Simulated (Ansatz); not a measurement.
# In4Sb: the cost of one run

Computed with Ansatz 0.2.0 (DFT PBE, scalar-relativistic, plane waves, PAW, unless a step's input says otherwise).

2 further runs of the same task are left out: 1 that didn't finish, 1 set aside as unsound or not needed.

## (1) Starting point

It takes space group P6/mmm (No. 191, hexagonal). Conventional cell: a = 6.078 Å, b = 6.078 Å, c = 5.085 Å, α = 90.00°, β = 90.00°, γ = 120.00°. In (site symmetry mmm) is surrounded by 6 In at 3.04 Å. Around In (site symmetry 6/mmm) lie 2 Sb at 2.54 Å. Sb (site symmetry 6/mmm) has 2 In at 2.54 Å as nearest neighbours.

Coordinates:

```cif
data_structure
_symmetry_space_group_name_H-M 'P 1'
_symmetry_Int_Tables_number 1
_cell_length_a 6.0781
_cell_length_b 6.0781
_cell_length_c 5.0850
_cell_angle_alpha 90.000
_cell_angle_beta 90.000
_cell_angle_gamma 120.000
_cell_volume 162.69
loop_
_atom_site_label
_atom_site_type_symbol
_atom_site_fract_x
_atom_site_fract_y
_atom_site_fract_z
_atom_site_occupancy
In1 In 0.50000 0.00000 0.50000 1
In2 In 0.00000 0.50000 0.50000 1
In3 In 0.50000 0.50000 0.50000 1
In4 In 0.00000 0.00000 0.50000 1
Sb1 Sb 0.00000 0.00000 0.00000 1
```

The cell is invented: random cell by space group and Wyckoff sites (P6/mmm, No. 191). The dimensions are guesses.

## (2) A first look at the guess

File input.yaml:

```yaml
crystal:
  lattice:
    - [6.07810546, 0.0, 0.0]
    - [-3.03905273, 5.26379373, 0.0]
    - [0.0, 0.0, 5.08498436]
  atoms:
    - { symbol: In, position: [0.5, 0.0, 0.5] }
    - { symbol: In, position: [0.0, 0.5, 0.5] }
    - { symbol: In, position: [0.5, 0.5, 0.5] }
    - { symbol: In, position: [0.0, 0.0, 0.5] }
    - { symbol: Sb, position: [0.0, 0.0, 0.0] }
basis:
  ecutwfc: 420
kpoints:
  mp_grid: { grid: [3, 3, 4] }
hamiltonian:
  xc: pbe
scf:
  occupations: { method: gaussian, width: 0.1 }
  lower_state_search: "off"
output:
  forces: true
  stress: true
  eigenvalues: true
```

Command:

```bash
> ansatz run input.yaml --threads 1 --pin off --max-ram 2560MiB --backend cpu --events-out ev --progress --plain --runs-dir out
```

**Question.** How long does this run take on 1 thread of AMD EPYC 9R45 (Zen 5), shared host, and how much memory does it need?

About 1.6 s, with a peak of 0.45 GiB.
